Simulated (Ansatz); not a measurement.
# GeHCl (singlet): wave-function methods side by side, cc-pVDZ

An exercise on one series of results from a longer session: the logs are not shown, and one member is left open.

Program: Ansatz 0.2.0, Gaussian basis. Level of theory: cc-pVDZ, core rule «outside noble gas», up to 19 orbitals frozen. These are calculated values, not measurements.

To be run: UHF; CCSD(T) on RHF; BCCD(T) on RHF; CISD; CCSDT(Q) on RHF; CASSCF and MRCISD+Q, 12 electrons in 9 orbitals; CASSCF and NEVPT2, 12 electrons in 9 orbitals.

15 further runs of the same task are left out: 8 that didn't finish, 7 set aside as unsound or not needed.

### What is computed

The geometry is a PBE0/def2-TZVP stationary point (not a proven minimum). No spin-orbit coupling is included. The filled d shell of Ge may be among the frozen orbitals whatever the setting's name suggests; the logs give the count.

3 atoms, charge 0, spin multiplicity 1.

Atoms are counted from 1 here; the program's logs count them from 0.

Bond lengths: Ge1–Cl2 2.183 Å, Ge1–H3 1.600 Å. Angles: Cl2–Ge1–H3 93.7°.

The first run:

File in.yaml:

```yaml
crystal:
  periodic: [false, false, false]
  atoms:
    - {symbol: Ge, position_ang: [0.000000, -0.033402, 0.707833]}
    - {symbol: Cl, position_ang: [0.000000, 0.024074, -1.474553]}
    - {symbol: H, position_ang: [0.000000, 1.560437, 0.853542]}
basis:
  gaussian: {orbitals: cc-pVDZ}
magnetization: {spin_polarized: true, initial_magnetization: 0}
hamiltonian: {xc: hf}
output: {orbitals: {seedname: orbitals}}
```

Started as:

```sh
$ ansatz run in.yaml --threads 1 --pin off --events-out ev --progress --plain --max-ram 2393MiB
```

Steps of the session up to this table: UHF; CCSD(T) on RHF; BCCD(T) on RHF; CISD; CCSDT(Q) on RHF; CASSCF and MRCISD+Q, 12 electrons in 9 orbitals; CASSCF and NEVPT2, 12 electrons in 9 orbitals.

One of the session's tables, all rows but one given; the rest of the session is left out.

```
          method  from RCCSDT(Q) (kJ/mol)
             RHF                   +646.9
            RMP2                    +95.7
            CISD                    +69.8
           RCCSD                        ?
        RCCSD(T)                     +3.3
         BCCD(T)                     +3.2
          RCCSDT                     +1.4
       RCCSDT(Q)                        0
  CASSCF valence                   +521.0
  NEVPT2 valence                   +114.7
  MRCISD valence                    +41.2
MRCISD+Q valence                     +3.2
```

**Question.** Estimate the row for RCCSD.

**Answer.** from RCCSDT(Q) (kJ/mol): +18.2. In the column «from RCCSDT(Q) (kJ/mol)» it lies between RCCSD(T) (+3.3) and MRCISD valence (+41.2).

With the free atoms at the same levels and basis (separate runs), the atomisation energy is 6.381 eV at RCCSDT(Q), 6.364 eV at RCCSD(T), 4.720 eV at RHF.
